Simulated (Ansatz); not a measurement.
# SnH3Cl: vertical ionisation energy

An exercise on one series of results from a longer session: the logs are not shown, and one member is left open.

Method: unrestricted cation, the program's frozen cores in correlated methods; program: Ansatz 0.2.0, Gaussian basis.

Plan: UKS PBE-D4/def2-TZVPP; UKS r2SCAN-D4/def2-TZVPP; UKS PBE0-D4/def2-TZVPP; UKS B3LYP-D4/def2-TZVPP; UKS wB97X-V/def2-TZVPP; UKS wB97M-V/def2-TZVPP; UKS B2PLYP/def2-TZVPP; UHF-CCSD(T)/def2-TZVPP; UHF-MP2/def2-QZVPP; extrapolation to the limit; then −ε(HOMO) from the neutral's earlier runs with LDA (SPW92), PBE-D4, revPBE-D4, BLYP-D4, r2SCAN-D4, B97M-V, PBE0-D4, B3LYP-D4, r2SCANh-D4, r2SCAN0-D4, HSE06-D4, BHLYP-D4, CAM-B3LYP-D4, LC-ωPBE, ωB97X-V, ωB97M-V.

### The geometry

An earlier PBE0-D4 in a triple-zeta def2 set relaxation fixed the geometry. Sn takes the def2 core potential; no spin-orbit term is included.

SMILES `[Cl][SnH3]`, 5 atoms, charge 0, spin multiplicity 1.

Atoms are counted from 1 here; the program's logs count them from 0.

Bond lengths: Cl1–Sn2 2.334 Å, Sn2–H3 1.700 Å, Sn2–H4 1.700 Å, Sn2–H5 1.700 Å. Angles: Cl1–Sn2–H3 106.1°, Cl1–Sn2–H4 106.1°, Cl1–Sn2–H5 106.1°, H3–Sn2–H4 112.7°, H3–Sn2–H5 112.7°, H4–Sn2–H5 112.7°.

Set-up of the first run:

Contents of in.yaml:

```yaml
crystal:
  periodic: [false, false, false]
  atoms:
    - {symbol: Cl, position_ang: [-1.839361, 0.332408, 1.029866]}
    - {symbol: Sn, position_ang: [0.168907, -0.044531, -0.097513]}
    - {symbol: H, position_ang: [-0.120467, 0.362884, -1.722403]}
    - {symbol: H, position_ang: [0.522669, -1.694171, 0.111123]}
    - {symbol: H, position_ang: [1.318153, 0.969910, 0.637428]}
basis:
  gaussian: {orbitals: def2-TZVPP}
total_charge: 1
magnetization: {spin_polarized: true, initial_magnetization: 1}
hamiltonian: {xc: pbe, dispersion: d4}
```

Among the steps run: Cation, UKS PBE-D4/def2-TZVPP; Cation, UKS r2SCAN-D4/def2-TZVPP; Cation, UKS PBE0-D4/def2-TZVPP; Cation, UKS B3LYP-D4/def2-TZVPP; Cation, UKS wB97X-V/def2-TZVPP; Cation, UKS wB97M-V/def2-TZVPP; Cation, UKS B2PLYP (frozen core)/def2-TZVPP; Cation, UHF-CCSD(T)/def2-TZVPP; Cation, UHF-MP2/def2-QZVPP.

One table of the session follows, with a row left open; its other results are not shown here.

For comparison, −ε(HOMO) of the neutral from earlier runs:

| functional | −ε(HOMO) (eV) |
| --- | --- |
| LDA (SPW92) | 7.36 |
| PBE-D4 | 7.27 |
| revPBE-D4 | 7.23 |
| BLYP-D4 | ? |
| r2SCAN-D4 | 7.61 |
| B97M-V | 7.74 |
| PBE0-D4 | 8.63 |
| B3LYP-D4 | 8.37 |
| r2SCANh-D4 | 8.11 |
| r2SCAN0-D4 | 8.85 |
| HSE06-D4 | 8.23 |
| BHLYP-D4 | 9.85 |
| CAM-B3LYP-D4 | 9.98 |
| LC-ωPBE | 11.40 |
| ωB97X-V | 11.04 |
| ωB97M-V | 10.86 |

Estimate the missing values for BLYP-D4.

Worked estimate for «−ε(HOMO) (eV)». Against the share of exact exchange, B3LYP-D4 (0.2, 8.37), BHLYP-D4 (0.5, 9.85) give a slope of 4.93 per unit share; at 0 the line stands at 7.38.

The run gave: −ε(HOMO) (eV): 7.12. In «−ε(HOMO) (eV)» the line misses by +0.26.

Caveats from the session: The cation may have settled in a state other than its lowest; no search over hole states beyond the program's own was made.
